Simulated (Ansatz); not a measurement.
# TaBr3: the cost of one run

Method: DFT PBE, scalar-relativistic, plane waves, PAW, in Ansatz 0.2.0.

4 further runs of the same task are left out: 2 that didn't finish, 2 set aside as unsound or not needed. Runs told in other sessions of the task aren't counted.

### Step 1. The starting structure

Symmetry: P4/mmm, No. 123, tetragonal system. The conventional cell has a = 5.187 Å, b = 5.187 Å, c = 5.175 Å, α = 90.00°, β = 90.00°, γ = 90.00°. Ta (site symmetry 4/mmm) is surrounded by 6 Br at 2.59 Å. Br (site symmetry 4/mmm) has 2 Ta at 2.59 Å in its first shell of neighbours. Br (site symmetry mmm) is surrounded by 2 Ta at 2.59 Å.

As a file:

```
CELL_PARAMETERS angstrom
5.17500 0.00000 0.00000
0.00000 5.18734 5.18734
0.00000 0.00000 10.37468
ATOMIC_POSITIONS crystal
Ta 0.00000 0.00000 0.00000
Br 0.50000 0.00000 0.00000
Br 0.00000 0.00000 0.25000
Br 0.00000 0.50000 0.75000
Ta 0.00000 0.00000 0.50000
Br 0.50000 0.00000 0.50000
Br 0.00000 0.00000 0.75000
Br 0.00000 0.50000 0.25000
```

This cell comes from an earlier session at PBE: 34.813 Å³/atom at 0.01 GPa, on a 6×6×3 mesh. The large moments point both ways and cancel.

The changes: atom 4 (Br) moved 0.02 Å along y; atom 1 (Ta) moved 0.2 Å along x; strain e2 = -0.02, atoms carried along; strain e2 = +0.03, atoms carried along.

### Step 2. Atom 4 (Br) moved 0.02 Å along y

Contents of input.yaml:

```yaml
crystal:
  lattice:
    - [5.1750020496, 0.0, 0.0]
    - [0.0, 5.1873402832, 5.1873402831]
    - [0.0, 1.0e-10, 10.3746805663]
  atoms:
    - { symbol: Ta, position: [0.0, 0.0, 0.0], spin: 0.85 }
    - { symbol: Br, position: [0.5, 0.0, 0.0] }
    - { symbol: Br, position: [0.0, 0.0, 0.25] }
    - { symbol: Br, position: [0.0, 0.5038555404, 0.7480722298] }
    - { symbol: Ta, position: [0.0, 0.0, 0.5], spin: -0.85 }
    - { symbol: Br, position: [0.5, 0.0, 0.5] }
    - { symbol: Br, position: [0.0, 0.0, 0.75] }
    - { symbol: Br, position: [0.0, 0.5, 0.25] }
basis:
  ecutwfc: 420
  ecutrho_ratio: 4
kpoints:
  mp_grid: { grid: [6, 6, 3] }
hamiltonian:
  xc: pbe
scf:
  occupations: { method: gaussian, width: 0.05 }
  lower_state_search: "off"
output:
  forces: true
  stress: true
  eigenvalues: true
  populations: true
  write_density: true
  write_potential: true
  elf: true
  volumetric_format: npy
magnetization:
  spin_polarized: true
checkpoint:
  read: start.run
  write: ck
  compress: false
  write_wavefunctions: false
  write_every: 100000
```

start.run holds the converged state of the cell before the atoms were moved.

On the command line:

```bash
ansatz run input.yaml --threads 2 --pin off --max-ram 2662MiB --backend cpu --events-out ev --progress --plain --runs-dir out
```

Q: Estimate wall time and peak memory on 2 threads of Arm Neoverse V2, shared host.

About 62 s, with a peak of 0.86 GiB.
